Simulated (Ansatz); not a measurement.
**Nb2BS2: relaxing the atoms in a fixed cell**

The start is Nb2BS2, a known structure type filled with other elements, at an estimated volume. Where does it settle when we relax the atoms in a fixed cell, and what is it like there?

Program: Ansatz 0.2.0. Level of theory: DFT, r2SCAN, no spin polarisation, plane waves, PAW. These are calculated values, not measurements.

**1. The system as given**

Symmetry: P-3m1, No. 164, trigonal system. The conventional cell has a = 3.273 Å, b = 3.273 Å, c = 8.557 Å, α = 90.00°, β = 90.00°, γ = 120.00°. Nb (site symmetry 3m) has 3 B at 2.24 Å and 3 S at 2.50 Å as nearest neighbours. S (site symmetry 3m) is surrounded by 3 Nb at 2.50 Å. Around B (site symmetry -3m) lie 6 Nb at 2.24 Å.

Coordinates:

```
Nb S B
1.0
     3.27280    0.00000    0.00000
    -1.63640    2.83433    0.00000
     0.00000    0.00000    8.55693
Nb S B
2 2 1
Cartesian
  -0.0002 1.8896 1.2065
  1.6366 0.9447 7.3504
  -0.0002 1.8896 5.7075
  1.6366 0.9447 2.8495
  0.0000 0.0000 0.0000
```

The first density is read from a saved solution for the starting cell.

**2. The relaxation**

File input.yaml:

```yaml
crystal:
  lattice:
    - [3.27279897, 0.0, 0.0]
    - [-1.63639898, 2.83432922, 0.0]
    - [0.0, 0.0, 8.55693167]
  atoms:
    - { symbol: Nb, position: [0.3333, 0.6667, 0.141] }
    - { symbol: Nb, position: [0.6667, 0.3333, 0.859] }
    - { symbol: S, position: [0.3333, 0.6667, 0.667] }
    - { symbol: S, position: [0.6667, 0.3333, 0.333] }
    - { symbol: B, position: [0.0, 0.0, 0.0] }
  symmetry: { tolerance: 0.0003 }
kpoints:
  mp_grid: { grid: [9, 9, 3], shift: [0, 0, 0] }
magnetization:
  spin_polarized: false
scf:
  occupations: { method: fermi_dirac }
  lower_state_search: "off"
hamiltonian:
  pseudopotentials: { kind: paw }
  xc: r2scan
basis:
  ecutwfc: 500
  fft_grid_basis: typed
relax:
  max_steps: 60
  f_tol: 0.03
output:
  forces: true
  stress: true
  eigenvalues: true
  bader: true
  populations: true
  elf: true
  write_potential: true
  volumetric_format: npy
  dos:
    e_range: [-12, 8]
    de: 0.05
    projected: { site_lists: { B: [B], Nb: [Nb], S: [S] } }
  write_density: true
checkpoint:
  read: saved_state
```

Run with:

```
ansatz run input.yaml --threads 2 --pin off --max-ram 2560MiB --backend cpu --events-out ev --progress --plain --runs-dir out
```

Q: Predict the outcome of this session. Wanted: moves; energy gained; largest move; pressure left in the fixed cell; character; Bader charges.

The runs gave:

| quantity | value |
| --- | --- |
| moves | 3 |
| energy gained | 28.5 meV/atom |
| largest move | 0.07 Å (Nb) |
| space group (0.01 Å), before / after | P-3m1 / P-3m1 |
| pressure left in the fixed cell | 6.0 GPa |
| character | metal |
| density of states, mean within 0.25 eV of the Fermi level | 1.9 per eV per cell |
| Bader charges | Nb +1.62, S -0.82, B -1.60 e |

In the fixed cell the largest move of an atom is 0.07 Å; the energy fell by 28.5 meV per atom. The fixed cell still holds a mean pressure of 6.0 GPa, so it would expand if let free. With 12 symmetry operations imposed, the end may be a saddle point towards distortions that break them. Bands cross the Fermi level: a metal; within 0.25 eV of the Fermi level the density of states averages 1.9 per eV per cell, mostly Nb d (54 %) and S p (31 %). By Bader's partition Nb gives up most (+1.62 e) and B takes most (-1.60 e).

Keep in mind: an odd count of electrons without spin polarisation forces a partly filled band; the SCF threshold is loose for a stress.
